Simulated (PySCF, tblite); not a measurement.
# C₁₀H₉P: geometry, infrared bands and NMR shifts

Aim: predict the infrared bands and NMR shifts of C₁₀H₉P (`Cc1cpcc2ccccc12`).

Computed with tblite 0.8.0 and PySCF 2.14.0, with density-fitted response routines of our own, on a single molecule in the gas phase. Atoms are numbered from 0 throughout.

**1. The molecule as given**

20 atoms, charge 0, multiplicity 1; geometry from: force field or distance geometry start.

Bonds of the start (Å): C0–C1 1.52, C1–C2 1.39, C2–P3 1.83, P3–C4 1.83, C4–C5 1.39, C5–C6 1.41, C6–C7 1.39, C7–C8 1.39, C8–C9 1.41, C9–C10 1.41, C10–C1 1.44, C10–C5 1.43, C0–H11 1.11, C0–H12 1.08, C0–H13 1.09, C2–H14 1.10, C4–H15 1.09, C6–H16 1.09, C7–H17 1.08, C8–H18 1.08, C9–H19 1.08.

**2. Relaxing the molecule with GFN2-xTB**

What the job is given:

```
{"job": {"kind": "relax", "xc": "GFN2-xTB", "basis": "xTB"}, "charge": 0, "multiplicity": 1}
C     -2.557900    -0.647900     0.350900
C     -1.446700     0.372400     0.196400
C     -1.821600     1.709800     0.281500
P     -0.698200     3.141400     0.127900
C      0.864500     2.217500    -0.088200
C      0.992900     0.832500    -0.134500
C      2.298500     0.337100    -0.325300
C      2.567900    -1.027900    -0.371900
C      1.524900    -1.935000    -0.239600
C      0.214800    -1.461300    -0.046900
C     -0.095900    -0.082900     0.008600
H     -3.542100    -0.163100     0.496700
H     -2.648800    -1.257400    -0.541500
H     -2.388900    -1.282200     1.223000
H     -2.877800     1.983400     0.430600
H      1.734800     2.858500    -0.198100
H      3.142500     1.018100    -0.428500
H      3.576600    -1.393200    -0.523900
H      1.709900    -2.997800    -0.275300
H     -0.554700    -2.211400     0.055100
```

Command:

```bash
$ OMP_NUM_THREADS=1 python probes_run.py task.json out
```

The driver reads the jobs from task.json and runs them one after another.

Output:

```text
step      E/eV     max force
  0    -774.87751    3.239
  1    -775.15266    1.305
  2    -775.20335    0.724
  3    -775.22758    0.439
  4    -775.25328    0.265
  5    -775.25968    0.179
  6    -775.26536    0.135
  7    -775.26751    0.134
  8    -775.26965    0.092
  9    -775.27071    0.084
 10    -775.27132    0.050
 11    -775.27163    0.038
 12    -775.27183    0.030
 13    -775.27193    0.022
 14    -775.27199    0.020
 15    -775.27203    0.016
 16    -775.27206    0.013
 17    -775.27209    0.013
 18    -775.27212    0.016
 19    -775.27215    0.015
 20    -775.27218    0.012
 21    -775.27220    0.012
 22    -775.27222    0.009
```

Run time: 0.16 s. Hardware: 1 thread of Arm Neoverse V2, shared host.

Step by step:

```tsv
step	energy from step 0 (eV)	largest force (eV/Å)
0	0.0000	3.2394
1	-0.2751	1.3052
2	-0.3258	0.7237
3	-0.3501	0.4391
4	-0.3758	0.2650
5	-0.3822	0.1788
6	-0.3878	0.1348
7	-0.3900	0.1344
8	-0.3921	0.0924
9	-0.3932	0.0844
10	-0.3938	0.0498
11	-0.3941	0.0379
12	-0.3943	0.0301
13	-0.3944	0.0215
14	-0.3945	0.0197
15	-0.3945	0.0157
16	-0.3945	0.0128
17	-0.3946	0.0132
18	-0.3946	0.0163
19	-0.3946	0.0152
20	-0.3947	0.0120
21	-0.3947	0.0116
22	-0.3947	0.0091
```

Distances of close pairs at the start and the end, largest changes first:

```tsv
bond	before (Å)	after (Å)	change (Å)
P3–C4	1.828	1.708	-0.121
C2–P3	1.826	1.753	-0.073
C8–C9	1.406	1.368	-0.038
C6–C7	1.392	1.365	-0.027
C1–C2	1.392	1.366	-0.026
C0–H11	1.107	1.087	-0.020
C2–H14	1.101	1.084	-0.017
C4–C5	1.392	1.406	+0.014
```

The next job starts from the end point, and lists it.

**3. Harmonic vibrations with GFN2-xTB**

What the job is given:

```
{"job": {"kind": "ir", "xc": "GFN2-xTB", "basis": "xTB"}, "charge": 0, "multiplicity": 1}
C     -2.538113    -0.639007     0.349667
C     -1.431924     0.368234     0.205603
C     -1.758070     1.692953     0.266576
P     -0.670055     3.060603     0.132209
C      0.805227     2.228385    -0.084700
C      0.983570     0.834846    -0.127951
C      2.291880     0.330706    -0.319133
C      2.542212    -1.009889    -0.370966
C      1.483829    -1.917049    -0.232590
C      0.206626    -1.463493    -0.047189
C     -0.093278    -0.085160     0.011968
H     -3.491863    -0.136831     0.491935
H     -2.609890    -1.262066    -0.540812
H     -2.360925    -1.284647     1.208738
H     -2.800301     1.952539     0.414748
H      1.694785     2.836695    -0.201168
H      3.100393     1.040616    -0.424885
H      3.548274    -1.375234    -0.517641
H      1.682031    -2.978254    -0.272978
H     -0.589553    -2.183268     0.055533
```

Output:

```text
mode    cm-1     km/mol
  1      84.6      0.15
  2     137.3      0.07
  3     185.8      0.63
  4     209.2      0.45
  5     293.5      0.10
  6     314.4      0.04
  7     383.9      0.66
  8     388.3      1.12
  9     388.4      0.64
 10     466.1      0.49
 11     479.4      0.75
 12     521.8      2.62
 13     558.6      0.18
 14     607.1      2.14
 15     709.9      0.60
 16     724.8      1.16
 17     748.7      6.39
 18     810.4     22.24
 19     812.1      0.86
 20     831.3      1.66
 21     872.3      0.05
 22     886.8      2.86
 23     915.2      0.18
 24     927.1      0.09
 25     993.9      3.84
 26    1018.4      7.23
 27    1021.1      1.33
 28    1065.3      0.63
 29    1099.3      0.00
 30    1164.7      0.41
 31    1188.7      1.37
 32    1200.0      0.74
 33    1221.8     13.40
 34    1257.3      0.14
 35    1326.4      0.21
 36    1356.0      7.48
 37    1398.4      9.41
 38    1402.9      2.27
 39    1412.7      0.74
 40    1460.3      3.71
 41    1486.6      4.60
 42    1489.6      5.63
 43    1517.2      2.14
 44    1559.4     16.44
 45    1605.7      0.97
 46    3007.3     24.24
 47    3014.9     17.06
 48    3027.3     16.35
 49    3031.3     12.37
 50    3043.8     34.72
 51    3067.1     11.18
 52    3075.7     32.90
 53    3086.4     81.43
 54    3109.4     37.18
```

Wall time 0.77 s (1 thread of Arm Neoverse V2, shared host).

Which atoms move in the most intense modes:

```tsv
cm⁻¹	km/mol	atoms
810	22.2	H15 46 %, C4 11 %
1559	16.4	C1 29 %, C2 18 %
3007	24.2	H12 48 %, H13 43 %
3015	17.1	H13 48 %, H12 44 %
3044	34.7	H11 89 %
3076	32.9	H18 58 %, H17 17 %, H16 16 %
3086	81.4	H17 51 %, H18 27 %, H16 10 %
3109	37.2	H19 87 %
```

**4. NMR shieldings: PBE0/pcSseg-1**

The job, as its differences from that of step 3:

```diff
@@ -1,2 +1,2 @@
-{"job": {"kind": "ir", "xc": "GFN2-xTB", "basis": "xTB"}, "charge": 0, "multiplicity": 1}
+{"job": {"kind": "nmr", "xc": "PBE0", "basis": "pcSseg-1"}, "charge": 0, "multiplicity": 1}
 C     -2.538113    -0.639007     0.349667
```

Level: GIAO PBE0/pcSseg-1 NMR shielding, non-relativistic, gas phase.

Output:

```text
coarse grid: 18064 points
cycle   1  E = -727.0641158139  dE =  2.028e+00  |g| = 4.166e-01  |ddm| = 4.898e+00
cycle   2  E = -727.0550601362  dE =  9.056e-03  |g| = 4.588e-01  |ddm| = 1.174e+00
cycle   3  E = -727.1104852828  dE = -5.543e-02  |g| = 9.312e-02  |ddm| = 6.712e-01
cycle   4  E = -727.1126669924  dE = -2.182e-03  |g| = 4.608e-02  |ddm| = 1.909e-01
cycle   5  E = -727.1131932470  dE = -5.263e-04  |g| = 1.723e-02  |ddm| = 6.626e-02
cycle   6  E = -727.1132820525  dE = -8.881e-05  |g| = 3.264e-03  |ddm| = 2.518e-02
cycle   7  E = -727.1132842886  dE = -2.236e-06  |g| = 1.427e-03  |ddm| = 4.608e-03
final grid: 172360 points
cycle   8  E = -727.1801504427  dE = -5.386e-05  |g| = 9.314e-03  |ddm| = 8.309e-02
cycle   9  E = -727.1801288217  dE =  2.162e-05  |g| = 1.258e-02  |ddm| = 2.584e-02
cycle  10  E = -727.1801724323  dE = -4.361e-05  |g| = 2.393e-03  |ddm| = 1.800e-02
cycle  11  E = -727.1801741100  dE = -1.678e-06  |g| = 5.612e-04  |ddm| = 3.468e-03
cycle  12  E = -727.1801741959  dE = -8.583e-08  |g| = 1.819e-04  |ddm| = 9.352e-04
cycle  13  E = -727.1801742049  dE = -9.079e-09  |g| = 4.983e-05  |ddm| = 2.568e-04
cycle  14  E = -727.1801742054  dE = -4.788e-10  |g| = 2.428e-05  |ddm| = 7.930e-05
converged SCF energy = -727.1801742054

GIAO shielding tensors (ppm)
atom      isotropic    diamagn.    paramagn.     s11        s22        s33       span
  0 C      159.371     247.682     -88.311    138.232    157.131    182.749     44.516
  1 C       40.798     257.058    -216.260    -60.811     10.842    172.361    233.172
  2 C       33.399     263.319    -229.920   -104.224     45.543    158.877    263.102
  3 P      103.593     967.868    -864.275   -183.542    -23.053    517.373    700.915
  4 C       14.912     259.798    -244.886   -155.274     37.503    162.507    317.781
  5 C       47.175     253.001    -205.826    -28.063    -25.516    195.104    223.167
  6 C       50.982     251.018    -200.036    -42.431     42.328    153.048    195.479
  7 C       54.591     255.043    -200.453    -55.118     42.061    176.829    231.947
  8 C       54.163     253.723    -199.560    -55.272     41.303    176.459    231.731
  9 C       55.975     251.998    -196.023    -49.108     42.026    175.008    224.116
 10 C       51.519     254.275    -202.756    -23.449    -13.106    191.111    214.560
 11 H       29.026      28.961       0.064     23.084     29.272     34.721     11.637
 12 H       28.481      29.755      -1.274     22.859     28.274     34.309     11.451
 13 H       28.484      29.765      -1.281     22.852     28.292     34.306     11.454
 14 H       22.937      32.152      -9.215     19.109     20.892     28.809      9.700
 15 H       21.891      31.564      -9.673     18.619     18.779     28.274      9.655
 16 H       23.590      31.926      -8.335     18.253     24.196     28.322     10.069
 17 H       23.760      29.624      -5.863     19.507     24.846     26.928      7.421
 18 H       23.755      30.473      -6.718     19.318     24.634     27.313      7.996
 19 H       23.322      34.173     -10.851     17.117     22.825     30.025     12.908
```

It took 49 s on 1 thread of Arm Neoverse V2, shared host; peak memory 1 GiB.

Shifts follow as δ = σ(reference) − σ, with reference shieldings (ppm) from runs at the same level and on the same kind of geometry: 1H TMS 31.72, 13C TMS 186.9, 31P H3PO4 318.4. The references are single molecules in the gas phase, so shifts against H2O, NH3, PH3, H3PO4 or CFCl3 are not on the usual liquid scales and can be off by tens of ppm. Atoms listed in one row are averaged.

```tsv
atoms	environment	σ (ppm)	δ (ppm)	δ scaled to CDCl3
C4	aromatic CH	14.9	172.0	166.0
C2	aromatic CH	33.4	153.5	147.9
C1	substituted aromatic carbon	40.8	146.1	140.7
C5	ring-fusion aromatic carbon	47.2	139.8	134.5
C6	aromatic CH	51.0	135.9	130.8
C10	ring-fusion aromatic carbon	51.5	135.4	130.2
C8	aromatic CH	54.2	132.8	127.7
C7	aromatic CH	54.6	132.3	127.2
C9	aromatic CH	56.0	130.9	125.9
C0	methyl carbon on an aromatic ring	159.4	27.6	25.0
H15	hydrogen on an aromatic CH	21.89	9.83	9.37
H14	hydrogen on an aromatic CH	22.94	8.78	8.38
H19	hydrogen on an aromatic CH	23.32	8.39	8.02
H16	hydrogen on an aromatic CH	23.59	8.13	7.77
H18	hydrogen on an aromatic CH	23.75	7.96	7.61
H17	hydrogen on an aromatic CH	23.76	7.96	7.61
H11, H12, H13	hydrogen on a methyl carbon on an aromatic ring	28.66	3.05	2.98
P3	phosphorus bonded to 2 C, in a 6-membered ring	103.6	214.8	–
```

The scaled column applies a straight-line fit of computed shieldings to shifts measured in CDCl3 (root-mean-square error 0.16 ppm for H, 1.9 ppm for C).

Charges from the same density, by scheme (e):

```tsv
atoms	Mulliken	IAO	Hirshfeld	ESP fit
C0	-0.12	-0.43	-0.11	-0.55
C1	-0.23	0.04	0.02	-0.09
C2	-0.37	-0.39	-0.12	0.01
P3	0.48	0.37	0.08	-0.20
C4	-0.36	-0.39	-0.11	-0.06
C5	-0.11	0.01	0.00	-0.14
C6	-0.02	-0.14	-0.04	-0.17
C7	-0.05	-0.15	-0.05	-0.10
C8	-0.04	-0.15	-0.05	-0.17
C9	-0.08	-0.15	-0.05	-0.26
C10	-0.06	-0.01	0.00	0.36
```

Mayer bond orders: C0–C1 1.11, C1–C2 1.62, C2–P3 1.18, P3–C4 1.46, C4–C5 1.33, C5–C6 1.29, C6–C7 1.55, C7–C8 1.31, C8–C9 1.55, C9–C10 1.34, C10–C1 1.18, C10–C5 1.23.

Ring of atoms C1, C2, P3, C4, C5, C10: NICS(0) -7.0, NICS(1) -10.5, NICS(1)zz -25.2 ppm (means of both faces).

Ring of atoms C5, C6, C7, C8, C9, C10: NICS(0) -8.8, NICS(1) -11.8, NICS(1)zz -29.1 ppm (means of both faces).

**5. Results**

```
                                                              quantity                                                                    value
                             strongest single infrared mode (GFN2-xTB)                                                     3086 cm⁻¹, 81 km/mol
                                          zero-point energy (GFN2-xTB)                                                            97.2 kcal/mol
                                13C shifts against TMS (PBE0/pcSseg-1)  172.0, 153.5, 146.1, 139.8, 135.9, 135.4, 132.8, 132.3, 130.9, 27.6 ppm
1H shifts against TMS (PBE0/pcSseg-1, means over atoms taken as alike)                             9.83, 8.78, 8.39, 8.13, 7.96, 7.96, 3.05 ppm
                              31P shifts against H3PO4 (PBE0/pcSseg-1)                                                                214.8 ppm
```

**Reading.** Relaxing lowered the energy by 0.395 eV in 22 steps; the close pair that moved most is P3–C4, from 1.828 to 1.708 Å. No mode is imaginary among the 54: a minimum at this level. The strongest single mode, at 3086 cm⁻¹, moves mainly H17 and H18. GFN2-xTB is a fitted tight-binding method: band positions and strengths are rough. Its intensities can rank the bands wrongly. At PBE0/pcSseg-1: The largest span, 701 ppm, is at P3, where the paramagnetic term is -864 ppm. NICS(1)zz of -25 ppm above the planar ring from C1 marks a diatropic (aromatic) ring current. NICS(1)zz of -29 ppm above the planar ring from C5 marks a diatropic (aromatic) ring current.
